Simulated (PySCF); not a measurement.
# Changing the system itself: GeN

Aim: change spin, charge, geometry, field or solvent of GeN, one at a time, and compare with the base run.

The runs use PySCF 2.14.0; each script names its method and basis.

3 further runs of the same task are left out: 3 that didn't finish.

### 1 Starting geometry

GeN: 2 atoms, charge 0, spin multiplicity 2.

Bond lengths: Ge1–N2 1.633 Å.

### 2 The run that the others are compared with

input.py

```python
from pyscf import gto, dft

mol = gto.M(
    atom='Ge 0 0 0; N 0 0 1.633',
    basis='crenbl',
    ecp={'Ge': 'crenbl', 'N': 'crenbl'},
    charge=0,
    spin=1,
    verbose=4,
)
mf = dft.UKS(mol, xc='revpbe')
mf.kernel()
mf.mulliken_pop()
mf.dip_moment()
print('orbital energies (hartree):', [e[max(0, n-3):n+3].round(4) for e, n in zip(mf.mo_energy, mol.nelec)])
```

Command:

```console
$ OMP_NUM_THREADS=1 python input.py
```

The log of this run is left out.

Base result: E(SCF) = -106.391905 Eh, 13 cycles, ⟨S²⟩ = 0.762, μ = 2.88 D.

The bond length is a typed value, not an optimised one.

### 3 PCM, ε = 78.36

Variant 1 changes solvent: none (gas phase) → PCM, ε = 78.36.

input.py

```python
from pyscf import gto, dft, solvent

mol = gto.M(
    atom='Ge 0 0 0; N 0 0 1.633',
    basis='crenbl',
    ecp={'Ge': 'crenbl', 'N': 'crenbl'},
    charge=0,
    spin=1,
    verbose=4,
)
mf = dft.UKS(mol, xc='revpbe')
mf = solvent.PCM(mf)
mf.with_solvent.eps = 78.36
mf.kernel()
mf.mulliken_pop()
mf.dip_moment()
print('orbital energies (hartree):', [e[max(0, n-3):n+3].round(4) for e, n in zip(mf.mo_energy, mol.nelec)])
```

Command:

```console
$ OMP_NUM_THREADS=1 python input.py
```

### 4 Bond 1.682 Å

Variant 2 changes bond length: 1.633 Å → 1.682 Å.

Changes to input.py since step 2:

```diff
@@ -3,3 +3,3 @@
 mol = gto.M(
-    atom='Ge 0 0 0; N 0 0 1.633',
+    atom='Ge 0 0 0; N 0 0 1.682',
     basis='crenbl',
```

### 5 Electric field 0.2 a.u.

Variant 3 changes electric field: none → 0.2 a.u.

Changes to input.py since step 2:

```diff
@@ -11,2 +11,7 @@
 mf = dft.UKS(mol, xc='revpbe')
+field = 0.2  # electric field along z, atomic units
+h = mf.get_hcore() + field*mol.intor('int1e_r')[2]
+mf.get_hcore = lambda *args: h
+e_nuc = mol.energy_nuc() - field*mol.atom_charges() @ mol.atom_coords()[:, 2]
+mf.energy_nuc = lambda *args: e_nuc
 mf.kernel()
```

### 6 Bond 4.899 Å

Variant 4 changes bond length: 1.633 Å → 4.899 Å.

Changes to input.py since step 2:

```diff
@@ -3,3 +3,3 @@
 mol = gto.M(
-    atom='Ge 0 0 0; N 0 0 1.633',
+    atom='Ge 0 0 0; N 0 0 4.899',
     basis='crenbl',
```

### 7 Bond 1.437 Å

Variant 5 changes bond length: 1.633 Å → 1.437 Å.

Changes to input.py since step 2:

```diff
@@ -3,3 +3,3 @@
 mol = gto.M(
-    atom='Ge 0 0 0; N 0 0 1.633',
+    atom='Ge 0 0 0; N 0 0 1.437',
     basis='crenbl',
```

Before running it: what results should come out? Wanted: for each run, E(SCF); from base; gap, α spin; SCF dipole.

The runs gave:

| run | E(SCF) (hartree) | from base (eV) | cycles | gap, α spin (eV) | SCF dipole (D) |
| --- | --- | --- | --- | --- | --- |
| base | -106.391905 | 0 | 13 | 4.63 | 2.88 |
| PCM, ε = 78.36 | -106.399469 | -0.2058 | 12 | 4.79 | 4.18 |
| bond 1.682 Å | -106.395248 | -0.0910 | 14 | 4.37 | 2.98 |
| electric field 0.2 a.u. (poor choice) | -107.079161 | not comparable | 33 | 2.55 | 21.22 |
| bond 4.899 Å | -106.266135 | +3.4224 | 24 | 5.12 | 0.02 |
| bond 1.437 Å | -106.320853 | +1.9334 | 12 | 5.39 | 2.42 |

**Reading.** The largest comparable shift of the SCF energy, +3.422 eV, comes with the run “bond 4.899 Å”. A continuum solvent with ε = 78.36 lowers the energy by 0.206 eV. Rows marked «poor choice» come from settings spoiled on purpose.
